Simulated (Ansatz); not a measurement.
# C₂H₃ClGeO: one species, many methods

An exercise on one series of results from a longer session: the logs are not shown, and one member is left open.

Computed with Ansatz 0.2.0, Gaussian basis. Level: functionals in def2-TZVPP, the program's frozen cores in correlated methods.

Plan: LDA (SPW92), PBE-D4, revPBE-D4, BLYP-D4, r2SCAN-D4, B97M-V, PBE0-D4, B3LYP-D4, r2SCANh-D4, r2SCAN0-D4, HSE06-D4, BHLYP-D4, CAM-B3LYP-D4, LC-ωPBE, ωB97X-V, ωB97M-V, B2PLYP, PBE-QIDH; CCSD(T)/def2-SVP; CCSD(T)/def2-TZVPP; MP2/def2-QZVPP; extrapolation to the limit; RPA on PBE.

### The relaxed structure

An earlier PBE0-D4 in a triple-zeta def2 set relaxation fixed the geometry.

SMILES `O=[C]1[GeH2][CH]1Cl`, 8 atoms, charge 0, spin multiplicity 1.

Atoms are counted from 1 here; the program's logs count them from 0.

Bond lengths: O1–C2 1.183 Å, C2–Ge3 2.013 Å, C2–C4 1.449 Å, Ge3–C4 2.045 Å, Ge3–H6 1.532 Å, Ge3–H7 1.533 Å, C4–Cl5 1.748 Å, C4–H8 1.092 Å. Angles: O1–C2–Ge3 139.9°, O1–C2–C4 140.2°, Ge3–C2–C4 70.3°, C2–Ge3–C4 41.8°, C2–Ge3–H6 113.9°, C2–Ge3–H7 131.8°, C4–Ge3–H6 118.3°, C4–Ge3–H7 110.6°, H6–Ge3–H7 114.3°, C2–C4–Ge3 67.9°, C2–C4–Cl5 122.9°, C2–C4–H8 110.4°, Ge3–C4–Cl5 138.3°, Ge3–C4–H8 97.5°, Cl5–C4–H8 112.0°.

Set-up of the first run:

File in.yaml:

```yaml
crystal:
  periodic: [false, false, false]
  atoms:
    - {symbol: O, position_ang: [-1.834917, -1.116509, 0.743220]}
    - {symbol: C, position_ang: [-0.785934, -0.774551, 0.317205]}
    - {symbol: Ge, position_ang: [0.806550, 0.333257, 0.855515]}
    - {symbol: C, position_ang: [-0.213624, -0.139696, -0.852515]}
    - {symbol: Cl, position_ang: [-1.181009, 0.671521, -2.061769]}
    - {symbol: H, position_ang: [0.441892, 1.630611, 1.583458]}
    - {symbol: H, position_ang: [2.311610, 0.120905, 0.659477]}
    - {symbol: H, position_ang: [0.547633, -0.782539, -1.300391]}
basis:
  gaussian: {orbitals: def2-TZVPP}
hamiltonian: {xc: lda}
output: {orbitals: {seedname: orbitals}}
```

The run is started by

```console
$ ansatz run in.yaml --threads 4 --pin off --events-out ev --progress --plain --max-ram 10444MiB
```

Among the steps run: LDA; PBE-D4 (GGA); revPBE-D4 (GGA); BLYP-D4 (GGA); r2SCAN-D4 (meta-GGA); B97M-V (meta-GGA); PBE0-D4 (hybrid); B3LYP-D4 (hybrid); r2SCANh-D4 (hybrid); r2SCAN0-D4 (hybrid); HSE06-D4 (hybrid); BHLYP-D4 (hybrid); CAM-B3LYP-D4 (range-separated); LC-ωPBE (range-separated); ωB97X-V (range-separated); ωB97M-V (range-separated); B2PLYP (double hybrid); PBE-QIDH (double hybrid).

One table of the session follows, with a row left open; its other results are not shown here.

It belongs to the step «Orbital energies across the functionals». 

| functional | HOMO (eV) | LUMO (eV) | gap (eV) |
| --- | --- | --- | --- |
| LDA (SPW92) | -5.91 | -3.12 | 2.79 |
| PBE-D4 | -5.74 | -2.89 | 2.84 |
| revPBE-D4 | -5.67 | -2.80 | 2.86 |
| BLYP-D4 | -5.62 | -2.76 | 2.86 |
| r2SCAN-D4 | -5.98 | -2.80 | 3.18 |
| B97M-V | -6.00 | -2.69 | 3.31 |
| PBE0-D4 | -6.84 | -2.00 | 4.85 |
| B3LYP-D4 | -6.67 | -2.21 | 4.45 |
| r2SCANh-D4 | ? | ? | ? |
| r2SCAN0-D4 | -7.01 | -1.96 | 5.05 |
| HSE06-D4 | -6.46 | -2.38 | 4.08 |
| BHLYP-D4 | -7.87 | -1.02 | 6.86 |
| CAM-B3LYP-D4 | -8.08 | -0.90 | 7.18 |
| LC-ωPBE | -9.26 | 0.23 | 9.49 |
| ωB97X-V | -8.98 | 0.14 | 9.12 |
| ωB97M-V | -8.88 | 0.04 | 8.92 |

**Question.** Estimate the row for r2SCANh-D4.

Worked estimate for «HOMO (eV)». Against the share of exact exchange, r2SCAN-D4 (0, -5.98), r2SCAN0-D4 (0.25, -7.01) give a slope of -4.12 per unit share; at 0.1 the line stands at -6.39.

**Answer.** HOMO (eV): -6.39; LUMO (eV): -2.46; gap (eV): 3.93. In «HOMO (eV)» the line misses by 0.00.
